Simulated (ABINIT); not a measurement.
Crystal: HfB.

```
Hf B
1.0
     0.00000    2.31000    2.31000
     2.31000    0.00000    2.31000
     2.31000    2.31000    0.00000
Hf B
1 1
Direct
  0.50000 0.50000 0.50000
  0.00000 0.00000 0.00000
```

* Program: ABINIT 10.8.3 (patched build)
* Task: relaxation of cell and atoms
* Functional: PBEsol
* Potentials or basis: PseudoDojo NC SR PBEsol v0.4.1 standard
* Cutoff: 1034 eV
* k mesh: 8 × 8 × 8
* Occupations: fermi-dirac, width 0.05 eV
* Spin: no spin polarisation

At the start: pressure 24.9 GPa; volume 12.33 Å³/atom.

Task: How do energy, volume and symmetry change on relaxing?

Result: Over 5 steps the energy falls by 103.4 meV/atom and the volume is 13.78 Å³/atom (+11.8 %); space group Fm-3m (No. 225, to 0.05 Å).

Step by step:
```
step  energy change (eV)  largest force (eV/Å)  pressure (GPa)  volume (Å³)
   1              0.0000                0.0000           24.95        24.65
   2             -0.1860                0.0000            6.98        26.58
   3             -0.2065                0.0000            0.75        27.45
   4             -0.2067                0.0000            0.03        27.56
   5             -0.2067                0.0000            0.00        27.56
```

Final structure:
```
Hf B
1.0
     0.00000    2.39745    2.39745
     2.39745    0.00000    2.39745
     2.39745    2.39745    0.00000
Hf B
1 1
Direct
  0.50000 0.50000 0.50000
  0.00000 0.00000 0.00000
```

Caveat: the volume moved by +12 % from the deposited cell, more than functionals usually miss.
